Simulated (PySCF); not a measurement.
**CH₅AlClN: electronic excitations at several levels of theory, part 1 of 2**

How much do the electronic excitations of CH₅AlClN (`C[NH][AlH][Cl]`) depend on the level of theory, and what does each level cost?

Programs: PySCF 2.14.0, with density-fitted response routines of our own. Each step states its level of theory. These are calculated values for one molecule in the gas phase, unless marked as measured. Atoms count from 0, in the outputs and in this text.

## (1) The starting structure

9 atoms, charge 0, multiplicity 1; geometry from: PBE0-D3(BJ)/def2-SVP.

Bonds of the start (Å): C0–N1 1.44, N1–Al2 1.77, Al2–Cl3 2.11, C0–H4 1.11, C0–H5 1.11, C0–H6 1.10, N1–H7 1.02, Al2–H8 1.57.

## (2) Ultraviolet spectrum: wB97X-D/def2-SVPD

Job settings and geometry (Å):

```
{"job": {"kind": "uv", "xc": "wB97X-D", "basis": "def2-SVPD", "ip": true}, "charge": 0, "multiplicity": 1}
C     -1.029569     0.187271     0.168860
N      0.379623    -0.113425     0.272320
Al     1.710347     1.028837     0.484553
Cl     3.661704     0.235423     0.532711
H     -1.628796    -0.301667     0.958247
H     -1.458885    -0.113599    -0.804518
H     -1.196651     1.271776     0.268733
H      0.575493    -1.106778     0.190942
H      1.455127     2.574284     0.631024
```

Method: TDDFT wB97X-D/def2-SVPD, vertical, gas phase, core orbitals frozen in the response.

Command:

```console
$ OMP_NUM_THREADS=1 python probes_run.py task.json out
```

One launch serves the whole session: the jobs run in the order shown.

The log of the run:

```text
coarse grid: 8496 points
cycle   1  E = -798.1306015757  dE =  1.064e-01  |g| = 4.201e-01  |ddm| = 3.744e+00
cycle   2  E = -798.1427258413  dE = -1.212e-02  |g| = 4.127e-01  |ddm| = 1.193e+00
cycle   3  E = -798.1798626265  dE = -3.714e-02  |g| = 4.815e-02  |ddm| = 4.318e-01
cycle   4  E = -798.1804943331  dE = -6.317e-04  |g| = 2.105e-02  |ddm| = 9.053e-02
cycle   5  E = -798.1806256348  dE = -1.313e-04  |g| = 2.550e-03  |ddm| = 3.691e-02
cycle   6  E = -798.1806298993  dE = -4.264e-06  |g| = 7.294e-04  |ddm| = 8.050e-03
final grid: 72696 points
cycle   7  E = -798.2774292463  dE = -4.829e-05  |g| = 4.901e-03  |ddm| = 7.136e-02
cycle   8  E = -798.2774301536  dE = -9.073e-07  |g| = 4.750e-03  |ddm| = 1.256e-02
cycle   9  E = -798.2774350455  dE = -4.892e-06  |g| = 5.814e-04  |ddm| = 4.428e-03
cycle  10  E = -798.2774351259  dE = -8.045e-08  |g| = 2.006e-04  |ddm| = 1.326e-03
cycle  11  E = -798.2774351376  dE = -1.167e-08  |g| = 2.640e-05  |ddm| = 4.955e-04
cycle  12  E = -798.2774351379  dE = -3.054e-10  |g| = 8.470e-06  |ddm| = 8.105e-05
converged SCF energy = -798.2774351379

Static polarisability (au): isotropic 61.213, principal 50.935 57.804 74.898

Singlet excitations
state   eV       nm        f      main configurations
  1   5.9987    206.7   0.11642   H->L 0.97
  2   6.0422    205.2   0.02506   H->L+1 0.83, H->L+3 0.12
  3   6.8283    181.6   0.00280   H->L+2 0.87
  4   7.1334    173.8   0.02044   H-1->L 0.94
  5   7.6919    161.2   0.00037   H->L+4 0.67, H->L+3 0.12, H->L+5 0.11
  6   7.8733    157.5   0.08438   H-1->L+1 0.62, H-1->L+2 0.19
  7   7.8752    157.4   0.00500   H->L+3 0.33, H-3->L 0.27
  8   7.9726    155.5   0.00983   H-3->L 0.58, H->L+3 0.23
  9   8.0280    154.4   0.03148   H-2->L 0.88
 10   8.2336    150.6   0.16519   H-2->L+1 0.69, H-2->L+2 0.18

Triplet excitations (Tamm-Dancoff, eV): 5.1412 5.8161 6.7343 6.7603
Vertical ionisation energy (delta-SCF) = 9.3362 eV
```

It took 21 s on 1 thread of Arm Neoverse V1, shared host; peak memory 0.6 GiB.

The orbitals next to the gap, with their largest atomic shares:

```tsv
orbital	eV	atoms
HOMO−3	-11.61	Cl3 46 %, H8 24 %, Al2 23 %
HOMO−2	-11.28	Cl3 89 %, Al2 9 %
HOMO−1	-10.78	Cl3 59 %, Al2 17 %, H8 16 %
HOMO	-9.03	N1 59 %, C0 14 %, Al2 8 %
LUMO	1.11	Al2 57 %, Cl3 16 %, H8 14 %
LUMO+1	1.32	Al2 71 %, Cl3 12 %, H8 4 %
LUMO+2	2.14	Al2 32 %, Cl3 17 %, H8 14 %
```

With each of the 10 states as a Gaussian band of 0.4 eV half-width at 1/e, the curve within the window shown has maxima at 206 nm (ε 5,700), 153 nm (ε 10,000) L/(mol cm). Beyond the last state computed it falls off for lack of states. The curve at chosen wavelengths:

(nm, ε (L/mol/cm)): (145, 4362), (148, 7656), (152, 10168), (155, 9560), (158, 7441), (162, 4189), (165, 2453), (169, 1363), (172, 1100), (175, 968), (179, 769), (182, 643), (185, 653), (189, 1077), (192, 1789), (195, 2800), (199, 4305), (202, 5214), (205, 5683), (209, 5483), (212, 4817), (216, 3582), (219, 2638), (222, 1819), (226, 1011), (229, 611)

Further results of this job:

```tsv
property	computed
dipole moment (D)	2.24
polarisability (Å³)	9.07
HOMO–LUMO gap (eV)	10.14
−ε(HOMO) (eV)	9.03
```

## (3) TDDFT and polarisability: LC-wPBE/def2-SVPD

Settings changed since step 2:

```diff
@@ -1,2 +1,2 @@
-{"job": {"kind": "uv", "xc": "wB97X-D", "basis": "def2-SVPD", "ip": true}, "charge": 0, "multiplicity": 1}
+{"job": {"kind": "uv", "xc": "LC-wPBE", "basis": "def2-SVPD", "ip": true}, "charge": 0, "multiplicity": 1}
 C     -1.029569     0.187271     0.168860
```

With the program's defaults for keys left out, this is: TDDFT LC-wPBE/def2-SVPD, vertical, gas phase, core orbitals frozen in the response.

The log of the run:

```text
coarse grid: 8496 points
cycle   1  E = -797.8789769054  dE =  1.148e-01  |g| = 4.004e-01  |ddm| = 3.620e+00
cycle   2  E = -797.9043448356  dE = -2.537e-02  |g| = 3.240e-01  |ddm| = 1.047e+00
cycle   3  E = -797.9265047460  dE = -2.216e-02  |g| = 5.029e-02  |ddm| = 3.751e-01
cycle   4  E = -797.9272615121  dE = -7.568e-04  |g| = 2.038e-02  |ddm| = 9.805e-02
cycle   5  E = -797.9273912892  dE = -1.298e-04  |g| = 2.493e-03  |ddm| = 3.801e-02
cycle   6  E = -797.9273961288  dE = -4.840e-06  |g| = 6.781e-04  |ddm| = 9.064e-03
final grid: 72696 points
cycle   7  E = -798.0491099984  dE = -1.461e-05  |g| = 3.623e-03  |ddm| = 4.393e-02
cycle   8  E = -798.0491104313  dE = -4.329e-07  |g| = 3.435e-03  |ddm| = 7.154e-03
cycle   9  E = -798.0491130113  dE = -2.580e-06  |g| = 2.553e-04  |ddm| = 3.155e-03
cycle  10  E = -798.0491130261  dE = -1.483e-08  |g| = 1.042e-04  |ddm| = 5.398e-04
cycle  11  E = -798.0491130293  dE = -3.158e-09  |g| = 1.583e-05  |ddm| = 2.156e-04
cycle  12  E = -798.0491130295  dE = -1.562e-10  |g| = 3.586e-06  |ddm| = 4.879e-05
converged SCF energy = -798.0491130295

Static polarisability (au): isotropic 59.315, principal 49.557 56.169 72.218

Singlet excitations
state   eV       nm        f      main configurations
  1   6.4832    191.2   0.11235   H->L+1 0.82, H->L 0.10
  2   6.4957    190.9   0.03493   H->L 0.58, H->L+3 0.20, H->L+1 0.13
  3   7.3261    169.2   0.00400   H->L+2 0.76
  4   7.4517    166.4   0.03266   H-1->L+1 0.85
  5   8.1227    152.6   0.00053   H->L+4 0.56, H->L+6 0.12, H->L+5 0.11
  6   8.3337    148.8   0.10255   H-1->L 0.46, H-1->L+2 0.33
  7   8.3737    148.1   0.00138   H-3->L+1 0.64
  8   8.4960    145.9   0.01901   H->L+3 0.34, H->L 0.17, H-3->L+1 0.16
  9   8.5689    144.7   0.02996   H-2->L+1 0.84
 10   8.7152    142.3   0.17870   H-2->L 0.49, H-2->L+2 0.29

Triplet excitations (Tamm-Dancoff, eV): 5.4073 6.0575 6.6778 7.1371
Vertical ionisation energy (delta-SCF) = 9.4487 eV
```

Wall time 26 s (1 thread of Arm Neoverse V1, shared host); peak memory 0.58 GiB.

In short: HOMO -9.93 eV, LUMO 1.39 eV; lowest singlet 6.48 eV.

## (4) Excited states and response: PBE0/6-31G*

Settings changed since step 3:

```diff
@@ -1,2 +1,2 @@
-{"job": {"kind": "uv", "xc": "LC-wPBE", "basis": "def2-SVPD", "ip": true}, "charge": 0, "multiplicity": 1}
+{"job": {"kind": "uv", "xc": "PBE0", "basis": "6-31G*"}, "charge": 0, "multiplicity": 1}
 C     -1.029569     0.187271     0.168860
```

Method: TDDFT PBE0/6-31G*, vertical, gas phase, core orbitals frozen in the response.

The log of the run:

```text
coarse grid: 8496 points
cycle   1  E = -798.1554070408  dE =  1.367e-01  |g| = 4.489e-01  |ddm| = 2.584e+00
cycle   2  E = -798.0985447572  dE =  5.686e-02  |g| = 6.636e-01  |ddm| = 1.016e+00
cycle   3  E = -798.2069431633  dE = -1.084e-01  |g| = 8.868e-02  |ddm| = 6.035e-01
cycle   4  E = -798.2089490027  dE = -2.006e-03  |g| = 2.037e-02  |ddm| = 1.135e-01
cycle   5  E = -798.2090689981  dE = -1.200e-04  |g| = 4.197e-03  |ddm| = 2.879e-02
cycle   6  E = -798.2090736770  dE = -4.679e-06  |g| = 9.075e-04  |ddm| = 5.281e-03
final grid: 72696 points
cycle   7  E = -798.1657650752  dE = -7.495e-06  |g| = 6.062e-03  |ddm| = 1.205e-02
cycle   8  E = -798.1657572171  dE =  7.858e-06  |g| = 8.346e-03  |ddm| = 1.180e-02
cycle   9  E = -798.1657743383  dE = -1.712e-05  |g| = 1.005e-03  |ddm| = 6.996e-03
cycle  10  E = -798.1657745688  dE = -2.305e-07  |g| = 1.058e-04  |ddm| = 7.910e-04
cycle  11  E = -798.1657745712  dE = -2.438e-09  |g| = 2.429e-05  |ddm| = 1.157e-04
cycle  12  E = -798.1657745714  dE = -1.521e-10  |g| = 6.240e-06  |ddm| = 3.352e-05
converged SCF energy = -798.1657745714

Static polarisability (au): isotropic 49.559, principal 37.170 45.813 65.694

Singlet excitations
state   eV       nm        f      main configurations
  1   5.7401    216.0   0.14972   H->L 0.97
  2   5.8662    211.4   0.03418   H->L+1 0.97
  3   6.7291    184.3   0.00075   H->L+2 0.96
  4   6.9492    178.4   0.01277   H-1->L 0.98
  5   7.6723    161.6   0.01522   H-2->L 0.88
  6   7.7449    160.1   0.00830   H-3->L 0.94
  7   7.7616    159.7   0.10560   H-1->L+1 0.81, H-3->L+1 0.09
  8   8.0545    153.9   0.06350   H-2->L+1 0.69, H-4->L 0.26
  9   8.1170    152.7   0.03309   H-4->L 0.71, H-2->L+1 0.21
 10   8.2674    150.0   0.01550   H->L+3 0.83, H->L+4 0.10

Triplet excitations (Tamm-Dancoff, eV): 4.5121 5.3890 6.5771 6.6109
```

It took 4.9 s on 1 thread of Arm Neoverse V1, shared host; peak memory 0.4 GiB.

In short: HOMO -6.95 eV, LUMO -0.42 eV; lowest singlet 5.74 eV.

## (5) Excited states and response: PBE0/def2-SVP

Settings changed since step 4:

```diff
@@ -1,2 +1,2 @@
-{"job": {"kind": "uv", "xc": "PBE0", "basis": "6-31G*"}, "charge": 0, "multiplicity": 1}
+{"job": {"kind": "uv", "xc": "PBE0", "basis": "def2-SVP"}, "charge": 0, "multiplicity": 1}
 C     -1.029569     0.187271     0.168860
```

With the program's defaults for keys left out, this is: TDDFT PBE0/def2-SVP, vertical, gas phase, core orbitals frozen in the response.

The log of the run:

```text
coarse grid: 8496 points
cycle   1  E = -797.7807696813  dE =  9.507e-02  |g| = 4.387e-01  |ddm| = 2.852e+00
cycle   2  E = -797.7287327589  dE =  5.204e-02  |g| = 6.425e-01  |ddm| = 9.920e-01
cycle   3  E = -797.8283394930  dE = -9.961e-02  |g| = 8.634e-02  |ddm| = 5.945e-01
cycle   4  E = -797.8301463240  dE = -1.807e-03  |g| = 2.087e-02  |ddm| = 1.121e-01
cycle   5  E = -797.8302600835  dE = -1.138e-04  |g| = 4.298e-03  |ddm| = 2.841e-02
cycle   6  E = -797.8302650686  dE = -4.985e-06  |g| = 8.962e-04  |ddm| = 5.592e-03
final grid: 72696 points
cycle   7  E = -797.9174556909  dE = -1.012e-05  |g| = 5.829e-03  |ddm| = 1.394e-02
cycle   8  E = -797.9174488202  dE =  6.871e-06  |g| = 7.877e-03  |ddm| = 1.147e-02
cycle   9  E = -797.9174641240  dE = -1.530e-05  |g| = 9.698e-04  |ddm| = 6.884e-03
cycle  10  E = -797.9174643363  dE = -2.123e-07  |g| = 1.025e-04  |ddm| = 8.016e-04
cycle  11  E = -797.9174643387  dE = -2.354e-09  |g| = 2.276e-05  |ddm| = 1.144e-04
cycle  12  E = -797.9174643388  dE = -1.296e-10  |g| = 5.158e-06  |ddm| = 3.244e-05
converged SCF energy = -797.9174643388

Static polarisability (au): isotropic 49.400, principal 37.368 46.185 64.648

Singlet excitations
state   eV       nm        f      main configurations
  1   5.8364    212.4   0.15847   H->L 0.97
  2   6.0078    206.4   0.03212   H->L+1 0.97
  3   6.8264    181.6   0.00196   H->L+2 0.96
  4   6.9324    178.8   0.01096   H-1->L 0.98
  5   7.6897    161.2   0.01446   H-2->L 0.91
  6   7.7423    160.1   0.01069   H-3->L 0.96
  7   7.8538    157.9   0.09871   H-1->L+1 0.82, H-3->L+1 0.10
  8   8.1097    152.9   0.00748   H->L+4 0.67, H-2->L+1 0.21, H->L+3 0.09
  9   8.1283    152.5   0.01953   H-4->L 0.73, H-2->L+1 0.23
 10   8.1910    151.4   0.07837   H-2->L+1 0.49, H-4->L 0.24, H->L+4 0.16

Triplet excitations (Tamm-Dancoff, eV): 4.6339 5.5473 6.5839 6.6739
```

It took 6 s on 1 thread of Arm Neoverse V1, shared host; peak memory 0.44 GiB.

Key values: HOMO -6.96 eV, LUMO -0.31 eV; lowest singlet 5.84 eV.

(Continued in part 2 of 2.)
